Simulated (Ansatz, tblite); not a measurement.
# BMe2I (C2H6BI): one state, many levels

An exercise on one series of results from a longer session: the logs are not shown, and one member is left open.

Program: Ansatz 0.2.0, Gaussian basis. Level of theory: as each input shows. These are calculated values, not measurements.

Plan: GFN1-xTB, GFN2-xTB, PBE-D4/def2-TZVP, r2SCAN-D4/def2-TZVP, B3LYP-D4/def2-TZVP, B97M-V/def2-TZVP, LC-ωPBE/def2-TZVP, r2SCAN0-D4/def2-TZVP, HF/def2-TZVP, BHLYP-D4/def2-TZVP, r2SCANh-D4/def2-TZVP, PBE-D4/def2-SVP, PBE0-D4/def2-SVP, PBE0-D4/def2-TZVPD, PBE-D4/def2-TZVPD, r2SCAN-D4/def2-TZVPD, CCSD(T)/def2-TZVPP, MP2/def2-TZVP, RPA/def2-TZVP.

5 further runs of the same task are left out: 5 set aside as unsound or not needed. Runs told in other sessions of the task aren't counted.

**The geometry**

The singlet was relaxed beforehand with PBE0-D4/def2-SVP.

10 atoms, charge 0, spin multiplicity 1.

Bond lengths: B1–C2 1.560 Å, B1–C6 1.560 Å, B1–I10 2.160 Å, C2–H3 1.108 Å, C2–H4 1.102 Å, C2–H5 1.098 Å, C6–H7 1.108 Å, C6–H8 1.102 Å, C6–H9 1.098 Å. Angles: C2–B1–C6 124.1°, C2–B1–I10 118.0°, C6–B1–I10 117.9°, B1–C2–H3 106.0°, B1–C2–H4 112.2°, B1–C2–H5 115.0°, H3–C2–H4 106.2°, H3–C2–H5 106.7°, H4–C2–H5 110.2°, B1–C6–H7 106.0°, B1–C6–H8 112.2°, B1–C6–H9 114.8°, H7–C6–H8 106.3°, H7–C6–H9 106.6°, H8–C6–H9 110.2°.

Coordinates:

```xyz
10

B    -0.24472   -0.42035    0.00411
C     1.31410   -0.48387   -0.01143
H     1.63018   -0.47368    1.05014
H     1.76177    0.40985   -0.47475
H     1.73642   -1.39372   -0.45803
C    -1.06703    0.90563    0.00857
H    -1.23666    1.16433   -1.05515
H    -0.50200    1.74469    0.44496
H    -2.05800    0.83249    0.47616
I    -1.33406   -2.28535    0.01541
```

I takes a core potential in the def2 sets. No spin-orbit coupling is included.

PBE0-D4/def2-TZVP was run before; its log isn't repeated, and its numbers join the tables.

The first run:

Tight binding, by tblite at 300 K electronic temperature and without a spin-polarisation term:

```python
tblite.interface.Calculator('GFN1-xTB', numbers, positions, charge=0, uhf=0).singlepoint()
```

Tight binding, by tblite at 300 K electronic temperature and without a spin-polarisation term:

```python
tblite.interface.Calculator('GFN2-xTB', numbers, positions, charge=0, uhf=0).singlepoint()
```

start.molden holds the orbitals of an earlier run on this state, given as this run's starting guess.

in.yaml

```yaml
crystal:
  periodic: [false, false, false]
  atoms:
    - {symbol: B, position_ang: [-0.244717, -0.420355, 0.004111]}
    - {symbol: C, position_ang: [1.314096, -0.483873, -0.011431]}
    - {symbol: H, position_ang: [1.630178, -0.473676, 1.050144]}
    - {symbol: H, position_ang: [1.761770, 0.409846, -0.474754]}
    - {symbol: H, position_ang: [1.736420, -1.393722, -0.458029]}
    - {symbol: C, position_ang: [-1.067030, 0.905625, 0.008574]}
    - {symbol: H, position_ang: [-1.236660, 1.164327, -1.055151]}
    - {symbol: H, position_ang: [-0.502000, 1.744686, 0.444964]}
    - {symbol: H, position_ang: [-2.058000, 0.832493, 0.476161]}
    - {symbol: I, position_ang: [-1.334056, -2.285350, 0.015411]}
basis:
  gaussian: {orbitals: def2-TZVP, initial_orbitals: start.molden}
hamiltonian: {xc: pbe, dispersion: d4}
scf: {omitted_lower_state_checks: [starts]}
output: {orbitals: {seedname: orbitals}}
```

Started as:

```console
$ ansatz run in.yaml --threads 4 --pin off --events-out ev --progress --plain --max-ram 3916MiB
```

Among the steps run: PBE-D4/def2-TZVP; r2SCAN-D4/def2-TZVP; B3LYP-D4/def2-TZVP; B97M-V/def2-TZVP; LC-ωPBE/def2-TZVP; r2SCAN0-D4/def2-TZVP; HF/def2-TZVP; BHLYP-D4/def2-TZVP; r2SCANh-D4/def2-TZVP; PBE-D4/def2-SVP; PBE0-D4/def2-SVP; PBE0-D4/def2-TZVPD; PBE-D4/def2-TZVPD; r2SCAN-D4/def2-TZVPD; CCSD(T)/def2-TZVPP; MP2/def2-TZVP; RPA/def2-TZVP.

One of the session's tables, all rows but one given; the rest of the session is left out.

It belongs to the step «Levels side by side». 

| level | HOMO (eV) | gap (eV) |
| --- | --- | --- |
| HF/def2-TZVP | -9.72 | 12.24 |
| PBE-D4/def2-SVP | -5.93 | 3.98 |
| PBE-D4/def2-TZVP | ? | ? |
| PBE-D4/def2-TZVPD | -6.10 | 4.01 |
| r2SCAN-D4/def2-TZVP | -6.35 | 4.62 |
| r2SCAN-D4/def2-TZVPD | -6.36 | 4.61 |
| B97M-V/def2-TZVP | -6.36 | 4.72 |
| r2SCANh-D4/def2-TZVP | -6.77 | 5.36 |
| B3LYP-D4/def2-TZVP | -6.98 | 5.67 |
| PBE0-D4/def2-SVP | -7.12 | 6.05 |
| PBE0-D4/def2-TZVP | -7.22 | 6.09 |
| PBE0-D4/def2-TZVPD | -7.23 | 6.07 |
| r2SCAN0-D4/def2-TZVP | -7.39 | 6.46 |
| BHLYP-D4/def2-TZVP | -8.19 | 8.15 |
| LC-ωPBE/def2-TZVP | -9.81 | 10.93 |

Q: Estimate the row for PBE-D4/def2-TZVP from the others.

**Answer.** HOMO (eV): -6.09; gap (eV): 4.03. In the column «HOMO (eV)» it lies between PBE-D4/def2-TZVPD (-6.10) and PBE-D4/def2-SVP (-5.93).
